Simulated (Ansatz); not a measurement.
# LaFeGe in Ansatz: the effect of target pressure

LaFeGe:

```
La Ge Fe
1.0
     4.23181    0.00000    0.00000
    -2.11590    3.66485    0.00000
     0.00000    0.00000    4.28578
La Ge Fe
1 1 1
Direct
  0.00000 0.00000 0.00000
  0.66667 0.33333 0.50000
  0.33333 0.66667 0.50000
```

The cell comes from a database or a generator and needn't be the stable form of this composition.

Alike in all runs:

| Quantity | Value |
| --- | --- |
| Program | Ansatz 0.2.0 |
| Task | relaxation of cell and atoms |
| Functional | PBE |
| Potentials or basis | Ansatz PAW |
| Cutoff | 420 eV (not typed: the program's choice for these potentials) |
| k mesh | 7 × 7 × 6 |
| Occupations | fermi-dirac, width 0.05 eV |
| Spin | collinear spin, ferromagnetic start |
| Starting moments | [0.0, 0.0, 3.0] μB |

Each run relaxes the cell or the atoms first.

Q: One run gave: relaxed volume 18.02 Å³/atom; moment 1.10 μB. Which target pressure did it use?
A. 0 GPa
B. 30 GPa
C. 10 GPa
D. 2 GPa
E. 20 GPa

A: E.

```csv
target pressure,relaxed volume (Å³/atom),moment (μB)
0 GPa,22.04,2.10
2 GPa,21.40,1.90
5 GPa,20.56,1.62
10 GPa,19.52,1.40
20 GPa,18.02,1.10
30 GPa,16.84,0.95
```

Caveats: the plane-wave basis is chosen anew once the cell has moved, so the energies of steps on either side of that aren't comparable; the volume moved by over 15 % at a fixed basis, so the end points are rough (some runs).
